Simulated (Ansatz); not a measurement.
Here is an Ansatz 0.2.0 calculation.

The input input.yaml:

```yaml
crystal:
  lattice:
    - [3.0850655424, 0.0, 0.0]
    - [-1.5425327712, 2.6717451321, 0.0]
    - [0.0, 0.0, 10.340136]
  atoms:
    - { symbol: Ta, position: [0.3333333333, 0.6666666667, 0.245631] }
    - { symbol: Ta, position: [0.6666666667, 0.3333333333, 0.754369] }
    - { symbol: Sc, position: [0.0, 0.0, 0.0] }
    - { symbol: Sc, position: [0.0, 0.0, 0.5] }
    - { symbol: "N", position: [0.3333333333, 0.6666666667, 0.629841] }
    - { symbol: "N", position: [0.6666666667, 0.3333333333, 0.370159] }
hamiltonian:
  xc: r2scan
  pseudopotentials: { kind: paw }
  hubbard:
    sites:
      - { species: Sc, l: d, u_eff: 5.0 }
      - { species: Ta, l: d, u_eff: 5.0 }
kpoints:
  mp_grid: { grid: [10, 10, 3] }
  band_path:
    path:
      - [[0.0, 0.0, 0.0], [0.5, 0.0, 0.0], [0.3333333333, 0.3333333333, 0.0], [0.0, 0.0, 0.0], [0.0, 0.0, 0.5], [0.5, 0.0, 0.5], [0.3333333333, 0.3333333333, 0.5], [0.0, 0.0, 0.5]]
      - [[0.5, 0.0, 0.5], [0.5, 0.0, 0.0]]
      - [[0.3333333333, 0.3333333333, 0.0], [0.3333333333, 0.3333333333, 0.5]]
    npoints: 14
scf:
  occupations: { method: fermi_dirac, width: 0.05 }
  n_extra_bands: 15
output:
  forces: true
  stress: true
  eigenvalues: true
  fatbands: false
```

Potentials or basis: Ansatz PAW.

Run with:

```sh
$ ansatz run input.yaml --threads 2 --pin off --max-ram 5632MiB --backend cpu --events-out ev --progress --plain --runs-dir out
```

(1) What does it give for the band gap on the k mesh?

(2) What does it give for the pressure?

(3) Predict the largest force.

Answers

(1) none (metal or under the smearing width).

(2) 7.9 GPa.

(3) 0.457 eV/Å.

Caveat: spin-orbit coupling is left out, which moves the levels of the heavy elements; U without spin polarisation on a metal has little footing; the PAW data sets come from PBE, with cores solved anew for the run's functional, which leaves a small shift of forces and pressure.
